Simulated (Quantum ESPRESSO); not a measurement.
A Quantum ESPRESSO 7.5 run (PBE) on a crystal of composition Ru3C lists these optical modes at the zone centre:

| symmetry | cm⁻¹ | components | active in |
| --- | --- | --- | --- |
| T1u | 386i | 3 | IR |
| T2u | 150i | 3 | silent |
| T1u | 182 | 3 | IR |

Q: How many atoms does the primitive cell hold, does the crystal have a centre of inversion, and what is its point group?

A: 9 optical and 3 acoustic modes make 4 atoms. The labels g and u show a centre of inversion, so no mode is both infrared and Raman active. The point group is m-3m (space group Pm-3m, No. 221).

The cell:

```xyz
4
Lattice="3.6799 0.0000 0.0000 0.0000 3.6799 0.0000 0.0000 0.0000 3.6799" Properties=species:S:1:pos:R:3 pbc="T T T"
Ru    0.0000    1.8400    1.8400
Ru    1.8400    0.0000    1.8400
Ru    1.8400    1.8400    0.0000
C     0.0000    0.0000    0.0000
```

Caveat: the k mesh is coarse; the mesh is thin for the phonons of a metal; some modes are imaginary.
